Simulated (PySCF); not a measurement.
# C5H8Si: the cost of one run

Computed with PySCF 2.14.0, with density-fitted response routines of our own, on a single molecule in the gas phase. Atoms count from 0, in the outputs and in this text.

## 1. Starting geometry

14 atoms, charge 0, multiplicity 1; geometry from: GFN2-xTB. The atoms were then displaced at random by about 0.01 Å, so the start is not that level's minimum.

Bonds of the start (Å): C0–C1 1.30, C1–Si2 1.87, Si2–C3 1.93, C3–C4 1.30, C4–C5 1.51, C5–Si2 1.95, C0–H6 1.10, C0–H7 1.05, C1–H8 1.10, Si2–H9 1.46, C3–H10 1.06, C4–H11 1.09, C5–H12 1.09, C5–H13 1.09.

## 2. Optimising the geometry at PBE0-D3(BJ)/def2-SVP

The job: settings as JSON, then the geometry in Å.

```
{"job": {"xc": "PBE0", "basis": "def2-SVP", "d3": "d3bj", "grid": 1, "shake": 0.01, "kind": "geom"}, "charge": 0, "multiplicity": 1}
C     -2.770240     0.335210    -0.068510
C     -1.508860     0.662770    -0.064520
Si    -0.134980    -0.575110    -0.325960
C      1.354480    -0.036550    -1.432010
C      2.195540     0.028460    -0.436500
C      1.432720    -0.338960     0.810990
H     -3.557320     1.094750     0.072930
H     -3.113710    -0.645540    -0.231810
H     -1.221200     1.706600     0.115030
H     -0.626670    -1.942450    -0.446480
H      1.495670     0.159050    -2.463010
H      3.249710     0.307860    -0.444380
H      1.381720     0.459770     1.549830
H      1.815990    -1.230920     1.306850
```

Command:

```bash
OMP_NUM_THREADS=1 python probes_run.py task.json out
```

This one command runs all jobs of the session in turn.

Q: Estimate the wall time and peak memory of this first job on 1 thread of Arm Neoverse V1, shared host.

About 40 s, with a peak of 0.49 GiB.
